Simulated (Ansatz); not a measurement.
NiMoIrPdW, 5 atoms in the cell. It takes space group I4mm (No. 107, tetragonal). The conventional cell has a = 2.740 Å, b = 2.740 Å, c = 19.433 Å, α = 90.00°, β = 90.00°, γ = 90.00°. Ni (site symmetry 4mm) is surrounded by 4 Mo at 2.60 Å and 4 Pd at 2.67 Å and 4 Ni at 2.74 Å. Around Mo (site symmetry 4mm) lie 4 Ni at 2.60 Å and 4 Mo at 2.74 Å and 4 W at 2.94 Å. Pd (site symmetry 4mm) has 4 Ni at 2.67 Å and 4 Pd at 2.74 Å and 4 Ir at 2.83 Å as nearest neighbours. Ir (site symmetry 4mm) has 4 W at 2.69 Å and 4 Ir at 2.74 Å and 4 Pd at 2.83 Å as nearest neighbours. W (site symmetry 4mm) is surrounded by 4 Ir at 2.69 Å and 4 W at 2.74 Å and 4 Mo at 2.94 Å. The cell was built by a generator and needn't be a form met in nature.

| Item | Value |
| --- | --- |
| Program | Ansatz 0.2.0 |
| Task | relaxation of cell and atoms |
| Functional | PBE |
| Potentials or basis | Ansatz PAW |
| Cutoff | 420 eV (not typed: the program's choice for these potentials) |
| k mesh | 10 × 10 × 10 |
| Occupations | fermi-dirac, width 0.05 eV |
| Spin | collinear spin, ferromagnetic start |
| Starting moments | [1.0, 1.0, 0.0, 0.6, 0.0] μB |

Hardware: 1 × NVIDIA H100 80GB HBM3 with 2 threads of AMD EPYC 7R13 Processor (Zen 3), with other jobs on the host.

Question: Estimate the wall time of this run.

Answer: Run time: 100 s on 1 × NVIDIA H100 80GB HBM3 with 2 threads of AMD EPYC 7R13 Processor (Zen 3), on a shared host, peak memory 1.4 GiB. Counts: scf iterations 62, plane waves 1445, k points 102, bands 51, ion steps 4.
